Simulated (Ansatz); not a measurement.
Consider an atomisation energy of CH₃S₂, SMILES CS[S] (the Python package of Ansatz (0.2.0)).

Script `run_tae.py`:
```python
from collections import Counter

import ansatz as az


def single_point(molecule, charge=0, unpaired=0):
    calc = (
        molecule.calculation()
        .basis(gaussian="aug-cc-pVDZ")
        .correlation("ccsd_t")
    )
    if charge:
        calc = calc.charge(charge)
    if unpaired:
        calc = calc.spin("collinear", total=unpaired)
    return calc.run().report["free_energy_ev"]

molecule = (
    az.Crystal.molecule()
    .atom("C", (-0.3125, 0.3882, -0.1553))
    .atom("S", (-0.0344, -0.8386, 1.0768))
    .atom("S", (1.6351, -1.7417, 0.3185))
    .atom("H", (-1.1812, 1.0029, 0.1183))
    .atom("H", (0.4764, 1.1286, -0.2564))
    .atom("H", (-0.5413, -0.0034, -1.148))
)

unpaired = {"C": 2, "S": 2, "H": 1}
counts = Counter(site.symbol for site in molecule.cartesian_sites)
atom_energy = {s: single_point(az.Crystal.molecule().atom(s, (0, 0, 0)), 0, unpaired[s]) for s in counts}
whole = single_point(molecule, 0, 1)
for s, e in atom_energy.items():
    print(f"{s:2s} x{counts[s]}  {e:14.5f} eV")
print(f"CH3S2: {whole:.5f} eV")
split = sum(counts[s] * e for s, e in atom_energy.items()) - whole
print(f"atomisation energy (no zero-point term): {23.060548 * split:.1f} kcal/mol, {split / sum(counts.values()):.3f} eV an atom")
```

What does it cost to take this molecule apart into atoms?

416.5 kcal/mol from the electronic energies, without the zero-point term.

The output:

```console
$ python run_tae.py
C  x1     -1027.63434 eV
S  x2    -10819.53442 eV
H  x3       -13.58758 eV
CH3S2: -22725.52810 eV
atomisation energy (no zero-point term): 416.5 kcal/mol, 3.010 eV an atom
```

What to keep in mind:
- Total energies depend on the basis set; only differences at equal settings carry meaning.
- The geometry is a force-field or estimated start, not a minimum of this method, and the basis set is short of its limit. All parts are taken at fixed geometry, without zero-point energy.
- The species is open-shell (spin multiplicity 2).
- In double-zeta sets correlated atomisation energies come out some 10 to 15 % low.
- For Al to Cl the sets with a tight d function, cc-pV(X+d)Z, are usual.
- The whole script took 41 s on 1 thread of Arm Neoverse V1, with other jobs on the host, peak memory 0.85 GiB.
